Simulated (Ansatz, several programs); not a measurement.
SiC (P6_3mc) from a database of computed structures, relaxed with r2SCAN in Ansatz (plane waves, PAW): it is hexagonal, P6_3mc (No. 186); a = 3.075 Å, c = 5.048 Å in the conventional setting, 10.34 Å³ an atom. Si has 4 C at 1.88–1.90 Å; C has 4 Si at 1.88–1.90 Å. The cell was then scaled with its shape and fractional coordinates held, which makes it stiffer than a relaxed compression. No spin polarisation and no zero-point or thermal motion.

```csv
V (Å³/atom),E (meV/atom)
9.717,29.26
10.337,0.00
10.647,6.30
10.957,24.05
```

Problem. Pass a cubic E = c₀ + c₁u + c₂u² + c₃u³, with u = V − 10.415 Å³, through these points.

Solution. c₀ = 0.40, c₁ = +10.462, c₂ = 66.884, c₃ = -10.5037 (meV and Å³).

Problem. Where is the minimum, and what bulk modulus follows?

Solution. dE/du = 0 at u = -0.077, so V₀ = 10.34 Å³. B = V₀ d²E/dV² = 10.34 × (2c₂ + 6c₃u) = 10.34 × 138.609 = 1433 meV/Å³, and 1 meV/Å³ is 0.16022 GPa: 230 GPa. A third-order Birch-Murnaghan fit to all five points gives 10.34 Å³ and 228 GPa.

Problem. Predict the energy and the pressure at the withheld volume, 10.027 Å³.

Solution. With u = -0.388: E ≈ 7.02 meV and P = −dE/dV ≈ +7.40 GPa. The run gives 6.96 meV and, from its stress, +7.37 GPa.
